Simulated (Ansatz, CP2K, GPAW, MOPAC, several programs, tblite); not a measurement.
**What cheap methods get right for PtS2**

How much accuracy does each second buy? PtS2 is computed with 10 methods, from the cheapest up to r2SCAN.

Program: MOPAC, tblite, CP2K, GPAW, Ansatz (versions at each run). Level of theory: no spin polarisation, static lattice; gaps from single points on the cell relaxed beforehand with r²SCAN+rVV10. These are calculated values, not measurements.

### Step 1. Starting point

The structure is trigonal, space group P-3m1 (No. 164). The conventional cell has a = 3.553 Å, b = 3.553 Å, c = 5.123 Å, α = 90.00°, β = 90.00°, γ = 120.00°. Around Pt (site symmetry -3m) lie 6 S at 2.39 Å. S (site symmetry 3m) has 3 Pt at 2.39 Å as nearest neighbours.

As a file:

```
CELL_PARAMETERS angstrom
3.55262 0.00000 0.00000
-1.77631 3.07666 0.00000
0.00000 0.00000 5.12283
ATOMIC_POSITIONS crystal
Pt 0.00000 0.00000 0.00000
S 0.33333 0.66667 0.23925
S 0.66667 0.33333 0.76075
```

**Question.** The methods are PM7, GFN1-xTB (tblite), GFN2-xTB (tblite), PBE/DZVP, PBE/single-zeta, PBE/SZV, coarse PBE, GLLB-SC, PBE, r2SCAN. What gap does r2SCAN give on this cell, and which other methods (full PBE left aside) come nearest to r2SCAN and farthest in gap?

| quantity | value |
| --- | --- |
| r2SCAN | gap 0.79 eV |
| gap: nearest and farthest of the other methods | GFN2-xTB (tblite) (-0.08 eV), PM7 (+4.76 eV) |

What this shows: For the gap, of the 8 methods compared (full PBE left aside), GFN2-xTB (tblite) comes nearest to r2SCAN and PM7 is farthest. A minimal basis or a coarse cutoff and mesh shifts results by its own error, so closeness to r2SCAN can be chance. Cluster runs see only the k-points that fold onto the zone centre, so their gaps can miss the band edges. GLLB-SC is compared with its derivative discontinuity added. No r2SCAN modulus is at hand, so moduli aren't ranked. CPU times run from 1.1 s (coarse PBE) to 64 s (PM7). On this cell PM7, PBE/DZVP, PBE/single-zeta, GLLB-SC cost more than r2SCAN itself (15 s), so they are no saving here. A cluster method computes far more atoms than the primitive cell, so on a small crystal it can cost more than plane waves. r2SCAN is a yardstick, not the truth: it usually gives gaps below the measured ones. Spin-orbit coupling is left out throughout.
